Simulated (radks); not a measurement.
# The series with 5 electrons, B to Rh⁴⁰⁺

Aim: how levels and radii change as the nucleus grows at a fixed number of electrons, each ion in its NIST ground configuration.

Method: scalar-relativistic Kohn-Sham, r2SCAN, spin-polarised, spherical densities, finite nucleus; open shells are filled with parallel spins first. Code: radks (a radial shooting solver on a logarithmic mesh, Libxc functionals) version 1.

### Step 1. What is computed

| Property | Result |
| --- | --- |
| electrons | 5 |
| ions | B, Ne⁵⁺, P¹⁰⁺, Ca¹⁵⁺, Mn²⁰⁺, Zn²⁵⁺, Br³⁰⁺, Zr³⁵⁺, Rh⁴⁰⁺ |
| configuration | NIST ground configuration of each |

### Step 2. B, [He] 2s2 2p1

Settings of this run:

```text
Z 5
configuration [He] 2s2 2p1
relativity scalar-relativistic
functional r2scan,r2scan
spin polarised
nucleus finite rms 2.406 fm
c 137.035999084
```

### Step 3. Ne⁵⁺, [He] 2s2 2p1

Settings of this run:

```text
Z 10
configuration [He] 2s2 2p1
relativity scalar-relativistic
functional r2scan,r2scan
spin polarised
nucleus finite rms 3.0055 fm
c 137.035999084
```

### Step 4. P¹⁰⁺, [He] 2s2 2p1

Settings of this run:

```text
Z 15
configuration [He] 2s2 2p1
relativity scalar-relativistic
functional r2scan,r2scan
spin polarised
nucleus finite rms 3.1889 fm
c 137.035999084
```

### Step 5. Ca¹⁵⁺, [He] 2s2 2p1

Settings of this run:

```text
Z 20
configuration [He] 2s2 2p1
relativity scalar-relativistic
functional r2scan,r2scan
spin polarised
nucleus finite rms 3.4776 fm
c 137.035999084
```

### Step 6. Mn²⁰⁺, [He] 2s2 2p1

Settings of this run:

```text
Z 25
configuration [He] 2s2 2p1
relativity scalar-relativistic
functional r2scan,r2scan
spin polarised
nucleus finite rms 3.7057 fm
c 137.035999084
```

### Step 7. Zn²⁵⁺, [He] 2s2 2p1

Settings of this run:

```text
Z 30
configuration [He] 2s2 2p1
relativity scalar-relativistic
functional r2scan,r2scan
spin polarised
nucleus finite rms 3.9283 fm
c 137.035999084
```

### Step 8. Br³⁰⁺, [He] 2s2 2p1

Settings of this run:

```text
Z 35
configuration [He] 2s2 2p1
relativity scalar-relativistic
functional r2scan,r2scan
spin polarised
nucleus finite rms 4.1629 fm
c 137.035999084
```

### Step 9. Zr³⁵⁺, [He] 2s2 2p1

Settings of this run:

```text
Z 40
configuration [He] 2s2 2p1
relativity scalar-relativistic
functional r2scan,r2scan
spin polarised
nucleus finite rms 4.2694 fm
c 137.035999084
```

### Step 10. Rh⁴⁰⁺, [He] 2s2 2p1

Settings of this run:

```text
Z 45
configuration [He] 2s2 2p1
relativity scalar-relativistic
functional r2scan,r2scan
spin polarised
nucleus finite rms 4.4945 fm
c 137.035999084
```

Q: Predict the outcome of this session. Wanted: for each run, ion; E; ε(1s down); ε(2s up); ε(2s down); ε(2p up); ε(2p down, empty); <r>(2p up).

**Answer**, as computed:

| ion | E (hartree) | ε(1s down) (eV) | ε(2s up) (eV) | ε(2s down) (eV) | ε(2p up) (eV) | ε(2p down, empty) (eV) | <r>(2p up) (bohr) |
| --- | --- | --- | --- | --- | --- | --- | --- |
| B | -24.62923 | -183.50 | -10.517 | -8.841 | -4.029 | -2.579 | 2.242 |
| Ne⁵⁺ | -116.11653 | -1000.9 | -164.43 | -159.20 | -142.47 | -136.65 | 0.6657 |
| P¹⁰⁺ | -276.90881 | -2504.9 | -490.47 | -481.89 | -452.60 | -442.35 | 0.3975 |
| Ca¹⁵⁺ | -507.64849 | -4700.6 | -989.76 | -977.82 | -934.14 | -919.45 | 0.2834 |
| Mn²⁰⁺ | -809.30598 | -7597.1 | -1665.0 | -1649.7 | -1588.1 | -1569.0 | 0.2201 |
| Zn²⁵⁺ | -1183.17502 | -11206.7 | -2519.9 | -2501.1 | -2416.0 | -2392.4 | 0.1797 |
| Br³⁰⁺ | -1630.89775 | -15545.4 | -3559.3 | -3537.1 | -3419.7 | -3391.7 | 0.1516 |
| Zr³⁵⁺ | -2154.50276 | -20633 | -4789.3 | -4763.4 | -4601.6 | -4569.1 | 0.1309 |
| Rh⁴⁰⁺ | -2756.44421 | -26493 | -6217.1 | -6187.6 | -5964.5 | -5927.5 | 0.1150 |

In words: Between B and Rh⁴⁰⁺, 2p up binds 1480 times more strongly and its mean radius falls by a factor 19.5. The order of these tabulated levels, which need not hold every outer shell, does not change along the series.
